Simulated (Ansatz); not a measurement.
# AlGaHP: the cost of one run

The runs use Ansatz 0.2.0, Gaussian basis; cc-pVTZ, core rule «outside noble gas», up to 24 orbitals frozen.

The runs, in order: UHF; CCSD(T) on RHF; BCCD(T) on RHF; CCSDT(Q) on RHF.

2 further runs of the same task are left out: 2 set aside as unsound or not needed. Runs told in other sessions of the task aren't counted.

## (1) The geometry

The geometry is a PBE0/def2-TZVP stationary point (not a proven minimum). No spin-orbit coupling is included. The filled d shell of Ga may be among the frozen orbitals whatever the setting's name suggests.

4 atoms, charge 0, spin multiplicity 1.

Atoms are counted from 1 here; the program's logs count them from 0.

Bond lengths: Ga1–P3 2.369 Å, Al2–P3 2.109 Å, Al2–H4 1.579 Å. Angles: P3–Al2–H4 176.8°, Ga1–P3–Al2 94.6°.

## (2) UHF

File in.yaml:

```yaml
crystal:
  periodic: [false, false, false]
  atoms:
    - {symbol: Ga, position_ang: [0.000000, 0.230226, 1.196497]}
    - {symbol: Al, position_ang: [0.000000, 0.578079, -2.081776]}
    - {symbol: P, position_ang: [0.000000, -1.079166, -0.778166]}
    - {symbol: H, position_ang: [0.000000, 1.762314, -3.126240]}
basis:
  gaussian: {orbitals: cc-pVTZ}
magnetization: {spin_polarized: true, initial_magnetization: 0}
hamiltonian: {xc: hf}
output: {orbitals: {seedname: orbitals}}
```

Started as:

```
> ansatz run in.yaml --threads 1 --pin off --events-out ev --progress --plain --max-ram 4096MiB --backend cpu
```

What time and memory should one allow on 1 thread of AMD EPYC 7R13, shared host?

About 8.5 s, with a peak of 0.3 GiB.
